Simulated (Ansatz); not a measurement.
# Ni: the cost of one run

Method: DFT r2SCAN, scalar-relativistic, plane waves, PAW, in Ansatz 0.2.0.

This is Ni in the bcc structure; at room conditions it is fcc.

## Step 1: Starting point

It takes space group Im-3m (No. 229, cubic). Conventional cell: a = 2.767 Å, b = 2.767 Å, c = 2.767 Å, α = 90.00°, β = 90.00°, γ = 90.00°. Ni (site symmetry m-3m) has 8 Ni at 2.40 Å in its first shell of neighbours.

Structure file:

```cif
data_structure
_symmetry_space_group_name_H-M 'Im-3m'
_symmetry_Int_Tables_number 229
_cell_length_a 2.7674
_cell_length_b 2.7674
_cell_length_c 2.7674
_cell_angle_alpha 90.000
_cell_angle_beta 90.000
_cell_angle_gamma 90.000
_cell_volume 21.19
loop_
_atom_site_label
_atom_site_type_symbol
_atom_site_symmetry_multiplicity
_atom_site_Wyckoff_symbol
_atom_site_fract_x
_atom_site_fract_y
_atom_site_fract_z
_atom_site_occupancy
Ni1 Ni 2 a 0.00000 0.00000 0.00000 1
```

It goes back to an entry of the Materials Project, which need not be the stable form.

No relaxation comes first: the listed cell is the starting point.

## Step 2: The reference: the undisturbed cell on the scan's mesh

Input file input.yaml:

```yaml
crystal:
  lattice:
    - [-1.38371547, 1.38371547, 1.38371547]
    - [1.38371547, -1.38371547, 1.38371547]
    - [1.38371547, 1.38371547, -1.38371547]
  atoms:
    - { symbol: Ni, position: [0.0, 0.0, 0.0], spin: 0.78 }
basis:
  ecutwfc: 500
kpoints:
  mp_grid: { grid: [24, 24, 24] }
hamiltonian:
  xc: r2scan
scf:
  occupations: { method: gaussian, width: 0.15 }
output:
  forces: true
  stress: true
  eigenvalues: true
  populations: true
magnetization:
  spin_polarized: true
```

The run is started by

```sh
ansatz run input.yaml --threads 1 --pin off --max-ram 2560MiB --backend cpu --events-out ev --progress --plain --runs-dir out
```

**Question.** How long does this run take on 1 thread of Intel Xeon 6975P-C (Granite Rapids), shared host, and how much memory does it need?

About 17 s, with a peak of 0.48 GiB.
